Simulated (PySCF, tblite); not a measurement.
**C5H8SSi2: geometry, infrared bands and NMR shifts**

Aim: predict the infrared bands and NMR shifts of C5H8SSi2 (`C#C[SiH2][C@H]1C=CS[SiH2]1`).

Programs: tblite 0.8.0 and PySCF 2.14.0, with density-fitted response routines of our own. Each step states its level of theory. These are calculated values for one molecule in the gas phase, unless marked as measured. Atoms are numbered from 0 throughout.

## (1) The molecule as given

16 atoms, charge 0, multiplicity 1; geometry from: force field or distance geometry start.

Bonds of the start (Å): C0–C1 1.22, C1–Si2 1.81, Si2–C3 1.88, C3–C4 1.46, C4–C5 1.28, C5–S6 1.79, S6–Si7 2.18, Si7–C3 1.88, C0–H8 1.05, Si2–H9 1.47, Si2–H10 1.48, C3–H11 1.10, C4–H12 1.14, C5–H13 1.11, Si7–H14 1.45, Si7–H15 1.45.

## (2) Geometry optimisation with GFN2-xTB

What the job is given:

```
{"job": {"kind": "relax", "xc": "GFN2-xTB", "basis": "xTB"}, "charge": 0, "multiplicity": 1}
C      2.711300    -0.463900     1.477900
C      2.016600    -0.634300     0.489100
Si     0.984500    -0.933700    -0.969800
C     -0.613800     0.050500    -0.879000
C     -1.650700    -0.596100    -0.074500
C     -1.924200    -0.198200     1.107900
S     -0.973900     1.168000     1.757900
Si    -0.303700     1.780500    -0.225000
H      3.302900    -0.313900     2.337800
H      0.715800    -2.363100    -1.194300
H      1.748700    -0.412700    -2.121500
H     -0.967000     0.173700    -1.917400
H     -2.238300    -1.461800    -0.522900
H     -2.709100    -0.672600     1.737600
H      1.098000     2.135200    -0.211000
H     -1.204800     2.751300    -0.804200
```

Command:

```sh
$ OMP_NUM_THREADS=1 python probes_run.py task.json out
```

One launch serves the whole session: the jobs run in the order shown.

**Question.** This job is followed by: GFN2-xTB harmonic vibrations, gas phase; GIAO PBE0/pcSseg-1 NMR shielding, non-relativistic, gas phase. What will the session give for the following? strongest single infrared mode (GFN2-xTB); zero-point energy (GFN2-xTB); 13C shifts against TMS (PBE0/pcSseg-1); 1H shifts against TMS (PBE0/pcSseg-1); 29Si shifts against TMS (PBE0/pcSseg-1); 33S shifts against CS2 (PBE0/pcSseg-1); surface potential, 1st and 99th percentile.

As calculated:

| quantity | value |
| --- | --- |
| strongest single infrared mode (GFN2-xTB) | 2219 cm⁻¹, 395 km/mol |
| zero-point energy (GFN2-xTB) | 64.0 kcal/mol |
| 13C shifts against TMS (PBE0/pcSseg-1) | 135.8, 129.0, 104.7, 83.7, 20.0 ppm |
| 1H shifts against TMS (PBE0/pcSseg-1) | 6.04, 5.88, 5.41, 5.38, 4.53, 4.52, 1.75, 1.72 ppm |
| 29Si shifts against TMS (PBE0/pcSseg-1) | -9.2, -67.4 ppm |
| 33S shifts against CS2 (PBE0/pcSseg-1) | -96 ppm |
| surface potential, 1st and 99th percentile | -1.04 V and 1.50 V |

**Reading.** Relaxing lowered the energy by 0.400 eV in 97 steps; the close pair that moved most is C4–H12, from 1.138 to 1.081 Å. No mode is imaginary among the 42: a minimum at this level. The strongest single mode, at 2219 cm⁻¹, moves mainly H10. Unscaled tight-binding wavenumbers are off by several per cent, some by more. Its intensities can rank the bands wrongly. At PBE0/pcSseg-1: The largest span, 484 ppm, is at S6, where the paramagnetic term is -459 ppm.
